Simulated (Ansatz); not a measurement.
What does this script print? It uses the Python package of Ansatz (0.2.0).

`mgo_xc.py`:
```python
"""Functional comparison for MgO (totals differ with the potentials too)."""

import warnings

import ansatz

warnings.simplefilter("ignore", ansatz.DeckWarning)

mgo = (
    ansatz.Lattice.from_parameters(2.981869, 2.981869, 2.981869, alpha=60.0, beta=60.0, gamma=60.0)
    .atom("Mg", (0.0, 0.0, 0.0))
    .atom("O", (0.5, 0.5, 0.5))
)

model = mgo.calculation()
model = model.occupations("fixed")
model = model.basis(34 * ansatz.Ry).kpoints(8)
model = model.stress()

rows = []
for value in ["blyp", "rpbe", "revpbe", "pbesol", "r2scan"]:
    summary = model.functional(value).run(threads=1).report
    rows.append((value, summary["free_energy_ev"] / len(summary["lattice"]["sites"]), summary["n_iterations"], sum(summary["stress_gpa"][i][i] for i in range(3)) / 3, summary["n_kpoints"]))

print("  functional   F/atom (eV)    iterations       P (GPa)      k-points")
for row in rows:
    print(f"{str(row[0]):>12s}  {row[1]:12.5f}  {row[2]:12d}  {row[3]:12.3f}  {row[4]:12d}")
```

```console
$ python mgo_xc.py
  functional   F/atom (eV)    iterations       P (GPa)      k-points
        blyp   -1249.70390             6         6.341            29
        rpbe   -1249.28083             6         9.023            29
      revpbe   -1248.66415             6         7.933            29
      pbesol   -1237.93840             6        -0.278            29
      r2scan   -1249.16667             6        -1.459            29
```

What to keep in mind:
- The cutoff lies under the one recommended for these potentials in some of the runs.
- Under the recommended cutoff a pressure can be off by several GPa, even in sign.
- Of the deposited cell: the entry's cell lengths or inner coordinates differ somewhat from later room-temperature determinations.
- Pressure is positive in compression.
- The starting cell is as deposited in a crystallographic database; the results hold for this polymorph, which needn't be the stable one.
- Total energies of different functionals can't be compared; pressures, moments and gaps at this one structure can.
- The script silences the warnings on its input, which a real study should read.
- Hardware and time: 4.5 s on 1 thread of Arm Neoverse V1 (shared host), peak memory 0.37 GiB.
